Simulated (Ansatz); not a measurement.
# W: the cost of one run

Method: DFT PBEsol, scalar-relativistic, plane waves, PAW, in Ansatz 0.2.0.

2 further runs of the same task are left out: 2 set aside as unsound or not needed. Runs told in other sessions of the task aren't counted.

## Step 1: The starting structure

It takes space group Pm-3n (No. 223, cubic). Conventional cell: a = 5.032 Å, b = 5.032 Å, c = 5.032 Å, α = 90.00°, β = 90.00°, γ = 90.00°. W (site symmetry m-3) is surrounded by 12 W at 2.81 Å. Around W (site symmetry -4m2) lie 6 W at 2.52 to 2.81 Å.

Coordinates:

```xyz
8
Lattice="5.0320 0.0000 0.0000 0.0000 5.0320 0.0000 0.0000 0.0000 5.0320" Properties=species:S:1:pos:R:3 pbc="T T T"
W     0.0000    0.0000    0.0000
W     2.5160    2.5160    2.5160
W     0.0000    2.5160    1.2580
W     0.0000    2.5160    3.7740
W     1.2580    0.0000    2.5160
W     3.7740    0.0000    2.5160
W     2.5160    3.7740    0.0000
W     2.5160    1.2580    0.0000
```

This cell was relaxed beforehand with the same method: volume 15.93 Å³/atom, gap on the mesh none (metal).

## Step 2: The reference cell

The reference gives a free energy of -82051.7978 eV, pressure 0.00 GPa, largest force 0.000 eV/Å and gap on the mesh none (metal). It was computed beforehand with the settings of the runs below.

## Step 3: Next: random displacements

All atoms are moved at random with no net shift, in some cells together with a random strain.

## Step 4: rms move = 0.468 Å

File input.yaml:

```yaml
crystal:
  lattice:
    - [5.0320434148, 0.0, 0.0]
    - [0.0, 5.0320434148, 0.0]
    - [0.0, 0.0, 5.0320434148]
  atoms:
    - { symbol: W, position: [-0.0198096845, 0.0352759434, -0.0700671601] }
    - { symbol: W, position: [0.4810169901, 0.5236850103, 0.5692592801] }
    - { symbol: W, position: [0.0679099252, 0.4825663013, 0.1574540246] }
    - { symbol: W, position: [0.0635187438, 0.4424698326, 0.8098550184] }
    - { symbol: W, position: [0.2481205009, 0.080610923, 0.5101598732] }
    - { symbol: W, position: [0.6528660943, 0.0088856757, 0.5410318127] }
    - { symbol: W, position: [0.4591147977, 0.6649153954, -0.0499373651] }
    - { symbol: W, position: [0.5472626326, 0.2615909183, 0.0322445162] }
basis:
  ecutwfc: 420
kpoints:
  mp_grid: { grid: [8, 8, 8] }
hamiltonian:
  xc: pbesol
scf:
  occupations: { method: gaussian, width: 0.15 }
output:
  forces: true
  stress: true
  eigenvalues: true
```

On the command line:

```
> ansatz run input.yaml --threads 2 --pin off --max-ram 5120MiB --backend cpu --events-out ev --progress --plain --runs-dir out
```

**Question.** How long does this run take on 2 threads of Arm Neoverse V2, shared host, and how much memory does it need?

About 92 s, with a peak of 1.5 GiB.
